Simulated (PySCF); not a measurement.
Molecule: Cl2GaH, in a box.

```
Cl Ga H
1.0
    12.00000    0.00000    0.00000
     0.00000   13.00000    0.00000
     0.00000    0.00000   11.00000
Cl Ga H
2 1 1
Direct
  0.37725 0.49802 0.44085
  0.62492 0.38412 0.56533
  0.54770 0.51672 0.48940
  0.61078 0.61911 0.47086
```

Base run:

| Property | Result |
| --- | --- |
| Program | PySCF 2.14.0 |
| Functional | HSE06 |
| Dispersion | D3(BJ) |
| Potentials or basis | def2-svp (all-electron) |
| k mesh | 1 × 1 × 1 |
| Occupations | fixed |
| Spin | no spin polarisation |

Its results: gap between the frontier levels 6.63 eV.

Problem. The run is repeated on the same cell with these changes: functional from HSE06 to OLYP. What comes out?

Solution. Gap between the frontier levels 5.37 eV.

HSE06 gives the wider gap, since exact exchange removes part of the self-interaction.

Caveats: this is a molecule in a periodic box at the Γ point, so its band gap is the HOMO-LUMO gap; relativity is left out, which matters for the heavier elements; the basis of atomic orbitals isn't converged, which shifts pressures, moduli and gaps; this program's HSE differs a little from the usual definition (some runs).

